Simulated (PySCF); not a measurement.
# SiBr4: geometry, core binding energies

What core binding energies should SiBr4 (`Br[Si](Br)(Br)Br`) show?

Computed with PySCF 2.14.0, with density-fitted response routines of our own, on a single molecule in the gas phase. Atoms count from 0, in the outputs and in this text.

## 1. The molecule as given

5 atoms, charge 0, multiplicity 1; geometry from: GFN2-xTB.

Bonds of the start (Å): Br0–Si1 2.21, Si1–Br2 2.21, Si1–Br3 2.21, Si1–Br4 2.21.

## 2. Geometry optimisation at PBE0-D3(BJ)/def2-TZVP

Job settings and geometry (Å):

```
{"job": {"xc": "PBE0", "basis": "def2-TZVP", "d3": "d3bj", "grid": 2, "kind": "geom"}, "charge": 0, "multiplicity": 1}
Br    -1.173230    -1.477320    -1.150110
Si    -0.000810    -0.000420     0.000490
Br    -1.110040     1.908030     0.094270
Br     1.946450     0.328780    -0.992420
Br     0.335430    -0.759240     2.047610
```

What it wrote:

```text
step   0  E = -10585.02504176  max force = 0.004916
step   1  E = -10585.02536029  max force = 0.000162
step   2  E = -10585.02536038  max force = 0.000032
optimisation converged
```

Wall time 74 s (4 threads of Intel Xeon Platinum 8488C (Sapphire Rapids), shared host).

Step by step:

```csv
step,energy from step 0 (eV),largest force component (eV/Å)
0,0.0000,0.2528
1,-0.0087,0.0083
2,-0.0087,0.0016
```

Close pairs (by a distance rule), those that changed most:

| bond | before (Å) | after (Å) | change (Å) |
| --- | --- | --- | --- |
| Si1–Br3 | 2.210 | 2.194 | -0.017 |
| Si1–Br2 | 2.209 | 2.194 | -0.016 |
| Br0–Si1 | 2.209 | 2.194 | -0.015 |
| Si1–Br4 | 2.209 | 2.194 | -0.015 |

The next job starts from the end point, and lists it.

```
                         at the end point                value
  point group (found at 0.08 Å tolerance)                   Td
rotational constants (GHz, main isotopes)  0.499, 0.499, 0.499
                        dipole moment (D)                 0.00
```

## 3. Core-electron binding energies: SCAN, X2C

Job settings and geometry (Å):

```
{"job": {"kind": "xps", "metal_2p": true}, "charge": 0, "multiplicity": 1}
Br    -1.164091    -1.467421    -1.142249
Si    -0.000317    -0.000021     0.000093
Br    -1.102712     1.894350     0.093464
Br     1.932673     0.326627    -0.984820
Br     0.332247    -0.753705     2.033351
```

Method: delta-SCF UKS SCAN, pcX-2 on the ionised atom (unc-x2c-TZVPall on a metal), pcseg-1 elsewhere, spin-free X2C.

What it wrote:

```text
ground state, core basis on atom 1 (Si), 168 functions
  cycle   1  E = -10684.84819114  |g| = 4.15e-01
  cycle   2  E = -10684.73414738  |g| = 7.82e-01
  cycle   3  E = -10684.89612129  |g| = 7.02e-02
  cycle   4  E = -10684.89747660  |g| = 1.82e-02
  cycle   5  E = -10684.89757483  |g| = 2.31e-03
  cycle   6  E = -10684.89757012  |g| = 7.21e-04
  cycle   7  E = -10684.89757778  |g| = 9.49e-05
  E(ground) = -10685.46973785 Eh
hole in Si 1s of atom 1
  cycle   1  E = -10615.83308250  |g| = 4.36e+00
  cycle   2  E = -10614.35911972  |g| = 2.89e+00
  cycle   3  E = -10614.69506999  |g| = 1.70e+00
  cycle   4  E = -10616.69284457  |g| = 6.14e-01
  cycle   5  E = -10616.90747345  |g| = 1.16e-01
  cycle   6  E = -10616.91223492  |g| = 2.79e-02
  cycle   7  E = -10616.91264363  |g| = 8.41e-03
  cycle   8  E = -10616.91267322  |g| = 4.06e-03
  cycle   9  E = -10616.91268360  |g| = 1.91e-03
  cycle  10  E = -10616.91267935  |g| = 2.63e-04
  E(ion) = -10617.48620681 Eh   <S^2> = 0.7528   hole on atom = 1.000   binding energy = 1849.926 eV
hole in Si 2p of atom 1
  cycle   1  E = -10680.50169517  |g| = 1.26e+00
  cycle   2  E = -10679.18341382  |g| = 1.96e+00
  cycle   3  E = -10680.63951758  |g| = 5.79e-01
  cycle   4  E = -10680.83202411  |g| = 1.77e-01
  cycle   5  E = -10680.85003320  |g| = 1.49e-02
  cycle   6  E = -10680.85013938  |g| = 4.20e-03
  cycle   7  E = -10680.85014340  |g| = 1.30e-03
  cycle   8  E = -10680.85014522  |g| = 1.15e-03
  cycle   9  E = -10680.85014614  |g| = 2.43e-04
  E(ion) = -10681.42733603 Eh   <S^2> = 0.7520   hole on atom = 1.003   binding energy = 109.999 eV
  2p3/2 = 109.793 eV   2p1/2 = 110.418 eV
```

It took 7.7 s on 4 threads of Intel Xeon Platinum 8488C (Sapphire Rapids), shared host.

The holes in one table. −ε is the ground-state orbital energy:

| hole | stands for | environment | ΔSCF (eV; 2p as the shell's mean) | −ε (eV) | ⟨S²⟩ |
| --- | --- | --- | --- | --- | --- |
| Si1s on Si1 | Si1 | silicon bonded to 4 Br | 1849.93 | 1797.1 | 0.753 |
| Si2p on Si1 | Si1 | silicon bonded to 4 Br | 110.00 | 99.7 | 0.752 |

With the spin-orbit splitting: Si1 2p3/2 109.79, 2p1/2 110.42 eV. The table gives each 2p level as the mean over the whole 2p shell (two parts 2p3/2, one part 2p1/2), which differs a little from the single hole in the log.

## 4. Results

```
                            quantity                 value
                         point group                    Td
rotational constants (main isotopes)  0.50, 0.50, 0.50 GHz
   Si1s binding energies, SCAN/pcX-2        Si1 1849.93 eV
   Si2p binding energies, SCAN/pcX-2         Si1 110.00 eV
```

What this shows: Relaxing lowered the energy by 0.009 eV in 2 steps; the close pair that moved most is Si1–Br3, from 2.210 to 2.194 Å.
